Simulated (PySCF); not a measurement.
# C3H8BOP: the cost of one run

Programs: PySCF 2.14.0, with density-fitted response routines of our own. Each step states its level of theory. These are calculated values for one molecule in the gas phase, unless marked as measured. Atoms count from 0, in the outputs and in this text.

## Step 1: The molecule as given

14 atoms, charge 0, multiplicity 1; geometry from: GFN2-xTB. The atoms were then displaced at random by about 0.01 Å, so the start is not that level's minimum.

Bonds of the start (Å): C0–C1 1.32, C1–B2 1.55, B2–P3 1.90, C1–O4 1.37, O4–C5 1.42, C0–H6 1.05, C0–H7 1.10, B2–H8 1.16, P3–H9 1.37, P3–H10 1.36, C5–H11 1.09, C5–H12 1.10, C5–H13 1.10.

## Step 2: Relaxing the molecule at PBE0-D3(BJ)/def2-SVP

What the job is given:

```
{"job": {"xc": "PBE0", "basis": "def2-SVP", "d3": "d3bj", "grid": 1, "shake": 0.01, "kind": "geom"}, "charge": 0, "multiplicity": 1}
C     -1.563600    -0.695880     0.486670
C     -0.357330    -0.432450     0.013570
B      0.679320    -1.527000    -0.325090
P      2.378680    -0.895620    -0.892290
O      0.149180     0.821520    -0.228020
C     -0.680060     1.947880    -0.006350
H     -1.888410    -1.688090     0.634380
H     -2.287740     0.098210     0.723910
H      0.407810    -2.650430    -0.337920
H      2.616430     0.096240     0.027630
H      3.209870    -1.838690    -0.364950
H     -0.078710     2.815790    -0.271860
H     -1.003280     2.032140     1.037410
H     -1.589320     1.901310    -0.624340
```

The run is started by

```sh
$ OMP_NUM_THREADS=1 python probes_run.py task.json out
```

This one command runs all jobs of the session in turn.

Q: Estimate the wall time and peak memory of this first job on 1 thread of Arm Neoverse V1, shared host.

About 51 s, with a peak of 0.5 GiB.
